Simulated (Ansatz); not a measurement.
**C13H22N2: structure and electronic state**

Aim: characterise C13H22N2 as a singlet: its structure, frontier levels and distribution of charge.

Program: Ansatz 0.2.0, Gaussian basis. Level of theory: RKS PBE0-D4/def2-TZVP. These are calculated values, not measurements.

The runs, in order: relaxation at PBE-D4/def2-SVP; a single point at PBE0-D4/def2-TZVP.

**1. The system as given**

SMILES `[C-]#[N+]CCCCCCCCCCCC#N`, 37 atoms, charge 0, spin multiplicity 1.

Atoms are counted from 1 here; the program's logs count them from 0.

Bond lengths: C1–N2 1.162 Å, N2–C3 1.400 Å, C3–C4 1.531 Å, C3–H16 1.096 Å, C3–H17 1.096 Å, C4–C5 1.526 Å, C4–H18 1.093 Å, C4–H19 1.093 Å, C5–C6 1.527 Å, C5–H20 1.093 Å, C5–H21 1.093 Å, C6–C7 1.527 Å, C6–H22 1.091 Å, C6–H23 1.092 Å, C7–C8 1.530 Å, C7–H24 1.093 Å, C7–H25 1.093 Å, C8–C9 1.528 Å and more. Angles: C1–N2–C3 178.5°, N2–C3–C4 110.9°, N2–C3–H16 108.2°, N2–C3–H17 108.3°, C4–C3–H16 110.4°, C4–C3–H17 110.4°, H16–C3–H17 108.5°, C3–C4–C5 111.3°, C3–C4–H18 109.0°, C3–C4–H19 109.0°, C5–C4–H18 109.8°, C5–C4–H19 109.8°, H18–C4–H19 107.8°, C4–C5–C6 111.6°, C4–C5–H20 109.4°, C4–C5–H21 109.3°, C6–C5–H20 109.2°, C6–C5–H21 109.6° and more.

The start is a GFN2-xTB geometry.

**2. Relaxation at PBE-D4/def2-SVP**

The input, in.yaml:

```yaml
crystal:
  periodic: [false, false, false]
  atoms:
    - {symbol: C, position_ang: [-7.909100, 1.226920, 0.099670]}
    - {symbol: N, position_ang: [-7.052780, 0.464100, 0.288630]}
    - {symbol: C, position_ang: [-5.998100, -0.431940, 0.500080]}
    - {symbol: C, position_ang: [-4.662730, 0.187440, 0.078510]}
    - {symbol: C, position_ang: [-3.506690, -0.785680, 0.292770]}
    - {symbol: C, position_ang: [-2.171750, -0.176230, -0.131030]}
    - {symbol: C, position_ang: [-1.009360, -1.140040, 0.098630]}
    - {symbol: C, position_ang: [0.333750, -0.621620, -0.419890]}
    - {symbol: C, position_ang: [0.859500, 0.584630, 0.356660]}
    - {symbol: C, position_ang: [2.202170, 1.102630, -0.163430]}
    - {symbol: C, position_ang: [3.365760, 0.138870, 0.063040]}
    - {symbol: C, position_ang: [4.694510, 0.762570, -0.358550]}
    - {symbol: C, position_ang: [5.860590, -0.209360, -0.137030]}
    - {symbol: C, position_ang: [7.110020, 0.379170, -0.544330]}
    - {symbol: N, position_ang: [8.093880, 0.860950, -0.871020]}
    - {symbol: H, position_ang: [-6.197820, -1.339470, -0.080960]}
    - {symbol: H, position_ang: [-5.978790, -0.696220, 1.563690]}
    - {symbol: H, position_ang: [-4.493760, 1.096980, 0.660080]}
    - {symbol: H, position_ang: [-4.718770, 0.470420, -0.975670]}
    - {symbol: H, position_ang: [-3.456890, -1.063040, 1.348800]}
    - {symbol: H, position_ang: [-3.690980, -1.698240, -0.279840]}
    - {symbol: H, position_ang: [-2.009000, 0.740230, 0.437820]}
    - {symbol: H, position_ang: [-2.215900, 0.091350, -1.189250]}
    - {symbol: H, position_ang: [-1.233950, -2.082280, -0.407730]}
    - {symbol: H, position_ang: [-0.922790, -1.353400, 1.166720]}
    - {symbol: H, position_ang: [0.236660, -0.354910, -1.474870]}
    - {symbol: H, position_ang: [1.057790, -1.435320, -0.348370]}
    - {symbol: H, position_ang: [0.957160, 0.320210, 1.412230]}
    - {symbol: H, position_ang: [0.137030, 1.399290, 0.285280]}
    - {symbol: H, position_ang: [2.429100, 2.044080, 0.343740]}
    - {symbol: H, position_ang: [2.114380, 1.317670, -1.230910]}
    - {symbol: H, position_ang: [3.409060, -0.130330, 1.121520]}
    - {symbol: H, position_ang: [3.205960, -0.777620, -0.508530]}
    - {symbol: H, position_ang: [4.872850, 1.675430, 0.214850]}
    - {symbol: H, position_ang: [4.650660, 1.037460, -1.415200]}
    - {symbol: H, position_ang: [5.933390, -0.480710, 0.920560]}
    - {symbol: H, position_ang: [5.704920, -1.124020, -0.716660]}
basis:
  gaussian: {orbitals: def2-SVP}
hamiltonian: {xc: pbe, dispersion: d4}
scf: {lower_state_search: "off"}
output: {orbitals: {seedname: orbitals}}
relax: {f_tol: 0.03, max_steps: 70}
```

Started as:

```
> ansatz run in.yaml --threads 2 --pin off --events-out ev --progress --plain --max-ram 32768MiB --backend cuda --devices 0, --max-vram 18GiB
```

Further steps of the session: Single point, PBE0-D4/def2-TZVP.

**Question.** What will the summary of the whole plan be? Wanted: point group; commonest bond, hydrogen aside; HOMO, LUMO at PBE0-D4/def2-TZVP; dipole at PBE-D4/def2-SVP.

**Answer**, as computed:

```
                       quantity                           value
                    point group                              C1
 commonest bond, hydrogen aside  C–C, 11 of mean length 1.527 Å
HOMO, LUMO at PBE0-D4/def2-TZVP                  -8.72, 0.44 eV
      dipole at PBE-D4/def2-SVP                          3.88 D
```

The molecule keeps its bonding pattern by the stored test; the atoms moved 0.06 Å (rms). No usable vibrations, so a minimum isn't proven. The HOMO lies nearest to C1 83 %; N2 8 % and the LUMO to N15 16 %; C14 15 %. The point group is read from a loosely relaxed geometry; soft torsions can leave it below the true symmetry.
